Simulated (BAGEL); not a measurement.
**B3LYP/def2-SVPD (density fitting with qzvpp-jkfit) run of GaHSF2 (SMILES [F][Ga]([F])[SH])**

Aim: the energy change on altering one bond length of GaHSF2 at B3LYP/def2-SVPD (density fitting with qzvpp-jkfit), from 2 runs. 

The results are computed with BAGEL 1.2.2.

1 further run of the same task is left out (it didn't finish). Runs told in other sessions of the task aren't counted.

## (1) Starting point

The species is GaHSF2 (5 atoms), meant as a singlet with charge 0. SMILES: `[F][Ga]([F])[SH]`. The shape is that of a PBE0-D4/def2-TZVP optimisation.

Bond lengths: F1–Ga2 1.736 Å, Ga2–F3 1.739 Å, Ga2–S4 2.163 Å, S4–H5 1.345 Å. Angles: F1–Ga2–F3 115.1°, F1–Ga2–S4 122.4°, F3–Ga2–S4 122.5°, Ga2–S4–H5 91.6°.

## (2) A single-point energy at B3LYP/def2-SVPD (density fitting with qzvpp-jkfit)

input.json

```json
{ "bagel": [

{
  "title": "molecule",
  "basis": "def2-svpd.json",
  "df_basis": "qzvpp-jkfit",
  "angstrom": true,
  "geometry": [
    { "atom": "F", "xyz": [   -0.326400,   -1.486100,    1.658600 ] },
    { "atom": "Ga", "xyz": [    0.142700,   -0.389000,    0.397700 ] },
    { "atom": "F", "xyz": [    1.855700,   -0.271200,    0.121400 ] },
    { "atom": "S", "xyz": [   -1.298500,    0.749200,   -0.745600 ] },
    { "atom": "H", "xyz": [   -0.323600,    1.323500,   -1.473600 ] }
  ]
},
{
  "title": "ks",
  "xc_func": "b3lyp"
},
{
  "title": "print",
  "file": "orbitals.molden",
  "orbitals": true
}

]}
```

The basis set def2-SVPD is read from a file made from the Basis Set Exchange's data (not shown).

Run with:

```sh
$ BAGEL_NUM_THREADS=1 BAGEL input.json > input.out
```

Log:

```text
* using 1 threads per process

  ===============================================================
  ===============================================================

  *** Geometry ***

  { "atom" : "F", "xyz" : [     -0.616807,     -2.808322,      3.134300 ] },
  { "atom" : "Ga", "xyz" : [      0.269664,     -0.735103,      0.751544 ] },
  { "atom" : "F", "xyz" : [      3.506765,     -0.512494,      0.229413 ] },
  { "atom" : "S", "xyz" : [     -2.453809,      1.415783,     -1.408980 ] },
  { "atom" : "H", "xyz" : [     -0.611515,      2.501053,     -2.784700 ] },

  Number of auxiliary basis functions:      566

  Since a DF basis is specified, we compute 2- and 3-index integrals:
    o Being stored without compression. Storage requirement is 0.064 GB

  Number of basis functions:      119
  Number of electrons      :       66

    * METHOD: MOLECULE                             0.31

  *** Kohn-Sham DFT ***

    * Removing 7612 points whose weight is below 1.00e-10
    * Grid points: 66918

  === Nuclear Repulsion ===
   365.6878300203

       - DIIS with orbital gradients will be used.

  === KS iteration (b3lyp / def2-svpd.json) ===
      0      -2442.42415569          0.09546120           0.40
      1      -2281.51418791          0.16632564           0.40
      2      -2436.15606311          0.09862324           0.39
      3      -2515.97768351          0.07803326           0.39
      4      -2458.02492624          0.13725146           0.39
      5      -2458.96183159          0.13707182           0.39
      6      -2458.37069622          0.13716646           0.40
      7      -2456.63533636          0.14212371           0.40
      8      -2499.94557208          0.14443987           0.40
      9      -2502.04833079          0.09971939           0.40
     10      -2517.17327820          0.07291462           0.39
     11      -2521.42034360          0.04279193           0.39
     12      -2521.90824969          0.03699845           0.39
     13      -2522.07593436          0.04280056           0.39
     14      -2523.00332794          0.00379530           0.39
     15      -2523.01185211          0.00195200           0.39
     16      -2523.01402261          0.00071356           0.39
     17      -2523.01423256          0.00044718           0.40
     18      -2523.01436111          0.00005362           0.40
     19      -2523.01436286          0.00001863           0.40
     20      -2523.01436311          0.00000919           0.39
     21      -2523.01436316          0.00000269           0.39
     22      -2523.01436317          0.00000059           0.39
     23      -2523.01436317          0.00000027           0.40
     24      -2523.01436317          0.00000016           0.40
     25      -2523.01436317          0.00000003           0.40
     26      -2523.01436317          0.00000002           0.40
     27      -2523.01436317          0.00000000           0.40
    * SCF iteration converged.

    * Permanent dipole moment:
           (    0.386905,    -0.597842,     0.634238) a.u.

    * METHOD: KS                                  11.37

    * METHOD: PRINT                                0.02

  ===============================================================
```

Run time: 12 s. Hardware: 1 thread of Arm Neoverse V2, shared host; peak memory 0.43 GiB.

## (3) The distorted shape

calc.json

```json
{ "bagel" : [

{
  "title" : "molecule",
  "basis" : "def2-svpd.json",
  "df_basis" : "qzvpp-jkfit",
  "angstrom" : true,
  "geometry" : [
    { "atom" : "F", "xyz" : [   -0.583346,   -1.503770,    1.700044 ] },
    { "atom" : "Ga", "xyz" : [   -0.114246,   -0.406670,    0.439144 ] },
    { "atom" : "F", "xyz" : [    1.855700,   -0.271200,    0.121400 ] },
    { "atom" : "S", "xyz" : [   -1.555446,    0.731530,   -0.704156 ] },
    { "atom" : "H", "xyz" : [   -0.580546,    1.305830,   -1.432156 ] }
  ]
},
{
  "title" : "ks",
  "xc_func" : "b3lyp"
},
{
  "title" : "print",
  "file" : "orbitals.molden",
  "orbitals" : true
}

]}
```

The basis set def2-SVPD is read from a file made from the Basis Set Exchange's data (not shown).

Run with:

```sh
$ BAGEL_NUM_THREADS=1 BAGEL calc.json > calc.out
```

Log:

```text
* using 1 threads per process

  ===============================================================
  ===============================================================

  *** Geometry ***

  { "atom" : "F", "xyz" : [     -1.102364,     -2.841713,      3.212618 ] },
  { "atom" : "Ga", "xyz" : [     -0.215894,     -0.768495,      0.829862 ] },
  { "atom" : "F", "xyz" : [      3.506765,     -0.512494,      0.229413 ] },
  { "atom" : "S", "xyz" : [     -2.939367,      1.382391,     -1.330662 ] },
  { "atom" : "H", "xyz" : [     -1.097073,      2.467661,     -2.706383 ] },

  Number of auxiliary basis functions:      566

  Since a DF basis is specified, we compute 2- and 3-index integrals:
    o Being stored without compression. Storage requirement is 0.064 GB

  Number of basis functions:      119
  Number of electrons      :       66

    * METHOD: MOLECULE                             0.32

  *** Kohn-Sham DFT ***

    * Removing 7372 points whose weight is below 1.00e-10
    * Grid points: 67158

  === Nuclear Repulsion ===
   352.1478323080

       - DIIS with orbital gradients will be used.

  === KS iteration (b3lyp / def2-svpd.json) ===
      0      -2436.91111388          0.09626669           0.40
      1      -2248.35759851          0.19284558           0.40
      2      -2437.82663135          0.09907805           0.40
      3      -2437.84802659          0.16560063           0.41
      4      -2518.61178669          0.06341078           0.40
      5      -2459.95819420          0.14403779           0.40
      6      -2465.27099775          0.19562968           0.40
      7      -2459.22070160          0.14655540           0.40
      8      -2505.87912566          0.10633056           0.40
      9      -2522.44691896          0.02829145           0.40
     10      -2522.03515522          0.03523217           0.40
     11      -2522.95743491          0.00733645           0.40
     12      -2522.97461046          0.00550253           0.40
     13      -2522.98961564          0.00294554           0.40
     14      -2522.99643747          0.00086234           0.40
     15      -2522.99687430          0.00023048           0.40
     16      -2522.99691385          0.00005220           0.40
     17      -2522.99691494          0.00003882           0.40
     18      -2522.99691573          0.00001670           0.40
     19      -2522.99691585          0.00000969           0.40
     20      -2522.99691591          0.00000336           0.40
     21      -2522.99691592          0.00000125           0.40
     22      -2522.99691592          0.00000085           0.40
     23      -2522.99691592          0.00000017           0.40
     24      -2522.99691592          0.00000011           0.40
     25      -2522.99691592          0.00000008           0.40
     26      -2522.99691592          0.00000004           0.40
     27      -2522.99691592          0.00000001           0.40
     28      -2522.99691592          0.00000001           0.40
    * SCF iteration converged.

    * Permanent dipole moment:
           (    0.891786,    -0.619946,     0.616011) a.u.

    * METHOD: KS                                  11.88

    * METHOD: PRINT                                0.02

  ===============================================================
```

It took 13 s on 1 thread of Arm Neoverse V2, shared host; peak memory 0.43 GiB.

## (4) Summary of results

At B3LYP/def2-SVPD (density fitting with qzvpp-jkfit):

| quantity | value |
| --- | --- |
| first shape: total energy | -2523.01436 Eh |
| first shape: dipole moment | 2.42 D |
| first shape: HOMO energy | -8.47 eV |
| first shape: LUMO energy | -2.27 eV |
| first shape: HOMO–LUMO gap | 6.20 eV |
| distorted shape: total energy | -2522.99692 Eh |
| distorted shape: dipole moment | 3.17 D |
| distorted shape: HOMO energy | -8.75 eV |
| distorted shape: LUMO energy | -3.01 eV |
| distorted shape: HOMO–LUMO gap | 5.74 eV |
| energy change with the Ga2–F3 bond stretched from 1.739 to 2.000 Å | 0.475 eV |

**Reading.** With the Ga2–F3 bond stretched from 1.739 to 2.000 Å the energy rises by 0.47 eV (10.9 kcal/mol). The first shape isn't relaxed at this level, so the change isn't measured from a minimum.
